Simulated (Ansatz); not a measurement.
# C₃H₈GeO: one species, many methods

How much do the methods differ for C₃H₈GeO? The plan is to run it at one geometry with functionals of several rungs and with coupled cluster. The yardstick is the atomisation energy at the CCSD(T) limit.

Method: functionals in def2-TZVPP, the program's frozen cores in correlated methods; program: Ansatz 0.2.0, Gaussian basis.

Levels to be run: LDA (SPW92), PBE-D4, revPBE-D4, BLYP-D4, r2SCAN-D4, B97M-V, PBE0-D4, B3LYP-D4, r2SCANh-D4, r2SCAN0-D4, HSE06-D4, BHLYP-D4, CAM-B3LYP-D4, LC-ωPBE, ωB97X-V, ωB97M-V, B2PLYP, PBE-QIDH; CCSD(T)/def2-SVP; CCSD(T)/def2-TZVPP; MP2/def2-QZVPP; extrapolation to the limit; RPA on PBE.

### Step 1. Structure used throughout

An earlier PBE0-D4 in a triple-zeta def2 set relaxation fixed the geometry.

SMILES `C[CH](C)[Ge][OH]`, 13 atoms, charge 0, spin multiplicity 1.

Atoms are counted from 1 here; the program's logs count them from 0.

Bond lengths: C1–C2 1.517 Å, C1–H6 1.095 Å, C1–H7 1.097 Å, C1–H8 1.096 Å, C2–C3 1.527 Å, C2–Ge4 2.027 Å, C2–H9 1.100 Å, C3–H10 1.095 Å, C3–H11 1.095 Å, C3–H12 1.095 Å, Ge4–O5 1.789 Å, O5–H13 0.963 Å. Angles: C2–C1–H6 112.4°, C2–C1–H7 111.5°, C2–C1–H8 111.6°, H6–C1–H7 108.0°, H6–C1–H8 106.8°, H7–C1–H8 106.2°, C1–C2–C3 112.0°, C1–C2–Ge4 116.4°, C1–C2–H9 109.0°, C3–C2–Ge4 107.3°, C3–C2–H9 107.9°, Ge4–C2–H9 103.6°, C2–C3–H10 112.3°, C2–C3–H11 111.4°, C2–C3–H12 111.5°, H10–C3–H11 107.3°, H10–C3–H12 107.3°, H11–C3–H12 106.9° and more.

Coordinates:

```mol
C3H8GeO
  3D, bonds by distance, orders not assigned

 13 12  0  0  0  0  0  0  0  0999 V2000
   -1.1171   -0.2129    0.3829 C   0  0
    0.3549    0.1466    0.4563 C   0  0
    1.2495   -1.0192    0.0398 C   0  0
    0.9414    1.7677   -0.6107 Ge  0  0
   -0.5936    2.1950   -1.4238 O   0  0
   -1.7630    0.6027    0.7235 H   0  0
   -1.4156   -0.4768   -0.6386 H   0  0
   -1.3521   -1.0836    1.0055 H   0  0
    0.6080    0.4132    1.4930 H   0  0
    2.3131   -0.7674    0.0991 H   0  0
    1.0458   -1.3311   -0.9903 H   0  0
    1.0872   -1.8960    0.6761 H   0  0
   -1.3379    1.6269   -1.1981 H   0  0
  1  2  8  0
  2  3  8  0
  2  4  8  0
  4  5  8  0
  1  6  8  0
  1  7  8  0
  1  8  8  0
  2  9  8  0
  3 10  8  0
  3 11  8  0
  3 12  8  0
  5 13  8  0
M  END
```

### Step 2. LDA

This LDA is Slater exchange with PW92 correlation.

The input, in.yaml:

```yaml
crystal:
  periodic: [false, false, false]
  atoms:
    - {symbol: C, position_ang: [-1.117129, -0.212863, 0.382946]}
    - {symbol: C, position_ang: [0.354852, 0.146595, 0.456271]}
    - {symbol: C, position_ang: [1.249473, -1.019184, 0.039835]}
    - {symbol: Ge, position_ang: [0.941388, 1.767742, -0.610690]}
    - {symbol: O, position_ang: [-0.593621, 2.194998, -1.423788]}
    - {symbol: H, position_ang: [-1.763022, 0.602701, 0.723528]}
    - {symbol: H, position_ang: [-1.415597, -0.476783, -0.638616]}
    - {symbol: H, position_ang: [-1.352068, -1.083640, 1.005500]}
    - {symbol: H, position_ang: [0.608013, 0.413223, 1.493028]}
    - {symbol: H, position_ang: [2.313136, -0.767441, 0.099086]}
    - {symbol: H, position_ang: [1.045755, -1.331083, -0.990277]}
    - {symbol: H, position_ang: [1.087229, -1.896000, 0.676131]}
    - {symbol: H, position_ang: [-1.337908, 1.626933, -1.198055]}
basis:
  gaussian: {orbitals: def2-TZVPP}
hamiltonian: {xc: lda}
output: {orbitals: {seedname: orbitals}}
```

Run with:

```sh
$ ansatz run in.yaml --threads 4 --pin off --events-out ev --progress --plain --max-ram 11315MiB
```

After this run come: PBE-D4 (GGA); revPBE-D4 (GGA); BLYP-D4 (GGA); r2SCAN-D4 (meta-GGA); B97M-V (meta-GGA); B3LYP-D4 (hybrid); r2SCANh-D4 (hybrid); r2SCAN0-D4 (hybrid); HSE06-D4 (hybrid); BHLYP-D4 (hybrid); CAM-B3LYP-D4 (range-separated); LC-ωPBE (range-separated); ωB97X-V (range-separated); ωB97M-V (range-separated); B2PLYP (double hybrid); PBE-QIDH (double hybrid); CCSD(T) in def2-SVP; CCSD(T) in def2-TZVPP; MP2 in def2-QZVPP; RPA on PBE orbitals.

Before running them: what should the planned runs give, taken together? Wanted: atomisation energy, CCSD(T)/CBS; farthest beyond LDA; mean size of error, GGA; mean size of error, meta-GGA; mean size of error, hybrid; mean size of error, range-separated; mean size of error, double hybrid; gap, smallest and largest; T1 diagnostic.

As calculated:

| quantity | value |
| --- | --- |
| atomisation energy, CCSD(T)/CBS | 4914.3 kJ/mol |
| functionals within 49.1 kJ/mol (1.0 %) | revPBE-D4, BLYP-D4, r2SCAN-D4, B97M-V, PBE0-D4, B3LYP-D4, r2SCANh-D4, HSE06-D4, CAM-B3LYP-D4, LC-ωPBE, ωB97X-V, ωB97M-V, PBE-QIDH |
| farthest beyond LDA | BHLYP-D4 (-153.9 kJ/mol) |
| mean size of error, GGA | 43.8 kJ/mol |
| mean size of error, meta-GGA | 7.3 kJ/mol |
| mean size of error, hybrid | 48.3 kJ/mol |
| mean size of error, range-separated | 15.2 kJ/mol |
| mean size of error, double hybrid | 53.9 kJ/mol |
| gap, smallest and largest | 2.49 eV (LDA (SPW92)), 9.18 eV (LC-ωPBE) |
| T1 diagnostic | 0.0132 |
| triples share of the correlation energy | 3.9 % |

What this shows: The LDA atomisation energy is off by 684.2 kJ/mol (14 %): it overbinds. PBE-D4 misses by +79.3 kJ/mol. Double hybrids carry the basis error of their MP2 part in triple zeta, and no dispersion term here, so their miss is partly the set-up's. The rungs meta-GGA, range-separated, GGA, hybrid miss on average by less than the doubt on the reference (49.1 kJ/mol), so they tie. Misses under about 49.1 kJ/mol are within the doubt on the reference itself, which lacks core-valence correlation, relativity and higher excitations, and its outer-core shells are covered unevenly. Hartree-Fock recovers 73 % of the binding; the rest is correlation. CCSD(T) in def2-SVP is off by -253.7 kJ/mol, so the small basis spoils what the method gains. Orbital gaps span 2.5 to 9.2 eV; exact exchange widens them. Correlated methods include outer-core shells of Ge, which these sets cover unevenly.
